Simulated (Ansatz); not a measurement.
Here is an Ansatz input file for BeCl. Write the same calculation for the Python package.

```yaml
crystal:
  periodic: [false, false, false]
  atoms:
    - { symbol: Be, position_ang: [0.0, 0.0, 0.0] }
    - { symbol: Cl, position_ang: [0.0, 0.0, 1.93] }
basis:
  gaussian: { orbitals: def2-TZVPP }
magnetization:
  spin_polarized: true
  initial_magnetization: 1.0
correlation:
  method: ccsd_t
output:
  forces: true
```

Launched from the shell:
```console
$ ansatz run input.yaml --threads 1 --pin off --max-ram 4096MiB --backend cpu --events-out ev --progress --plain --runs-dir out
Engine: ansatz 0.2.0, aarch64-unknown-linux-gnu
Functional definition: HF
  exchange = exact_x
  correlation = 0
401 factors; integrals over basis functions are off by at most 1.3e-3 eV
mean field evaluation 1: about -12901.6691 eV, gradient 9.6e0 eV
mean field evaluation 2: about -12901.6723 eV, gradient 9.6e0 eV
mean field evaluation 4: about -12902.9032 eV, gradient 1.9e0 eV
mean field evaluation 8: about -12903.0014 eV, gradient 2.1e-3 eV
mean field evaluation 16: about -12902.9942 eV, gradient 2.6e-1 eV
mean field -12903.00141776 eV, -474.1765561342 hartree, gradient 9.7e-6 eV, S^2 0.751484; 0 other end points of the search recorded, 0 dependent functions left out
5 core orbitals not correlated: weight in the atoms' cores, before any rotation towards them, 1.000 or more for the frozen orbitals, at most 0.000 for the correlated occupied ones
reference -12903.00141776 eV, -474.1765561342 hartree; 6, 5 occupied and 50, 51 virtual orbitals, 401 factors
second order -6.41933716 eV of doubles, -0.00000000 eV of singles
cycle   1  -6.85116525 eV  change   -4.3e-1 eV  update   4.6e-2
cycle   2  -6.99292490 eV  change   -1.4e-1 eV  update   1.6e-2
cycle   3  -7.01437879 eV  change   -2.1e-2 eV  update   8.2e-3
cycle   4  -7.00875223 eV  change    5.6e-3 eV  update   3.1e-3
cycle   5  -7.00875769 eV  change   -5.5e-6 eV  update   9.1e-4
cycle   6  -7.00893029 eV  change   -1.7e-4 eV  update   2.8e-4
cycle   7  -7.00894116 eV  change   -1.1e-5 eV  update   9.9e-5
cycle   8  -7.00895596 eV  change   -1.5e-5 eV  update   3.2e-5
cycle   9  -7.00895760 eV  change   -1.6e-6 eV  update   1.2e-5
cycle  10  -7.00895905 eV  change   -1.4e-6 eV  update   3.7e-6
cycle  11  -7.00895893 eV  change    1.2e-7 eV  update   1.2e-6
perturbative tasks: 0 of 5600
perturbative tasks: 280 of 5600
perturbative tasks: 560 of 5600
perturbative tasks: 840 of 5600
perturbative tasks: 1120 of 5600
perturbative tasks: 1400 of 5600
perturbative tasks: 1680 of 5600
perturbative tasks: 1960 of 5600
perturbative tasks: 2240 of 5600
perturbative tasks: 2520 of 5600
perturbative tasks: 2800 of 5600
perturbative tasks: 3080 of 5600
perturbative tasks: 3360 of 5600
perturbative tasks: 3640 of 5600
perturbative tasks: 3920 of 5600
perturbative tasks: 4200 of 5600
perturbative tasks: 4480 of 5600
perturbative tasks: 4760 of 5600
perturbative tasks: 5040 of 5600
perturbative tasks: 5320 of 5600
perturbative correction -0.25947175 eV, -0.0095354108 hartree
the calculation of the forces begins
Total energy: -12910.26984844 eV, -474.4436660349 hartree
Atom 0 at     0.000000     0.000000     0.000000 Å, force    -0.000000     0.000000     1.488859 eV/Å
Atom 1 at     0.000000     0.000000     1.930000 Å, force    -0.000000    -0.000000    -1.488859 eV/Å
Dipole moment:    -0.000000    -0.000000    -0.286802 e Å
```

`energy.py`
```python
import ansatz as az
import numpy as np

molecule = (
    az.Crystal.molecule()
    .atom("Be", [0.0, 0.0, 0.0])
    .atom("Cl", [0.0, 0.0, 1.93])
)

model = (
    molecule.calculation()
    .basis(gaussian="def2-TZVPP")
    .correlation("ccsd_t")
    .spin("collinear", total=1)
    .forces()
)
trace = []
res = model.session().plan().execute(on_event=trace.append)
report = res.report
for event in trace:
    if event["event"] == "mean_field_evaluation" and event["data"]["evaluation"] <= 25:
        print("pass {evaluation:3d}  E = {energy_ev:.6f} eV  gradient {gradient_ev:.1e}".format(**event["data"]))

print("reference energy %16.6f eV" % report["reference_energy_ev"])
print("total energy     %16.6f eV" % report["free_energy_ev"])
print("occupied orbitals outside the frozen core (up, down):", report["n_occupied"], " frozen:", report["n_frozen"], " virtual:", report["n_virtual"])

print("correlation energy", round(report["free_energy_ev"] - report["reference_energy_ev"], 5), "eV")
cluster = report["correlation"].get("coupled_cluster")
if cluster:
    print("cycles", cluster["cycles"], " T1 diagnostic", round(cluster["t1_diagnostic"], 4), " largest double", round(cluster["largest_double"], 4))

symbols = [site.symbol for site in molecule.cartesian_sites]
print("forces (eV/A)")
for symbol, f in zip(symbols, report["forces_ev_ang"]):
    print(f"  {symbol:2s} {f[0]:9.4f} {f[1]:9.4f} {f[2]:9.4f}")

charges = report["charge_distribution"]
print("dipole moment", round(4.803205 * float(np.linalg.norm(charges["dipole_moment_e_ang"])), 3), "D")
print("Mulliken:", [(s, round(q, 3)) for s, q in zip(symbols, charges["mulliken_charges_e"])])
```

`python energy.py` gives:
```text
pass   1  E = -12901.669083 eV  gradient 9.6e+00
pass   2  E = -12901.672301 eV  gradient 9.6e+00
pass   3  E = -12902.702497 eV  gradient 5.0e+00
pass   4  E = -12902.903233 eV  gradient 1.9e+00
pass   5  E = -12902.988862 eV  gradient 7.0e-01
pass   6  E = -12902.999785 eV  gradient 2.6e-01
pass   7  E = -12902.999818 eV  gradient 2.6e-01
pass   8  E = -12903.001417 eV  gradient 2.1e-03
pass   9  E = -12903.001418 eV  gradient 2.4e-03
pass  10  E = -12903.001418 eV  gradient 1.3e-06
pass  11  E = -12903.001418 eV  gradient 9.7e-06
pass  12  E = -12901.669084 eV  gradient 9.6e+00
pass  13  E = -12902.697489 eV  gradient 4.9e+00
pass  14  E = -12902.897844 eV  gradient 1.9e+00
pass  15  E = -12902.983343 eV  gradient 7.0e-01
pass  16  E = -12902.994196 eV  gradient 2.6e-01
pass  17  E = -12902.999816 eV  gradient 2.7e-01
pass  18  E = -12903.001418 eV  gradient 9.7e-06
pass  19  E = -12902.995771 eV  gradient 5.0e-02
pass  20  E = -12903.001418 eV  gradient 9.7e-06
reference energy    -12903.001418 eV
total energy        -12910.269848 eV
occupied orbitals outside the frozen core (up, down): [6, 5]  frozen: 5  virtual: [50, 51]
correlation energy -7.26843 eV
cycles 11  T1 diagnostic 0.0108  largest double 0.0369
forces (eV/A)
  Be   -0.0000    0.0000    1.4889
  Cl   -0.0000   -0.0000   -1.4889
dipole moment 1.378 D
Mulliken: [('Be', 0.252), ('Cl', -0.252)]
```

Notes:
- Total energies depend on the basis set; only differences at equal settings carry meaning.
- The geometry is a force-field or estimated start, not a minimum of this method, and the basis set is short of its limit.
- The species is open-shell (spin multiplicity 2).
- Inner cores stay frozen; the shell under the valence of alkali and alkaline-earth atoms is correlated with it.
- The spin state was assumed, and another may lie lower.
- Early passes use coarser integrals and grids, so their energies can't be compared with the last.
- Wall time of the script: 7.1 s on 1 thread of Arm Neoverse V1, on a shared host, peak memory 0.31 GiB.

(Lines on the test bed's own set-up are left out of the output.)
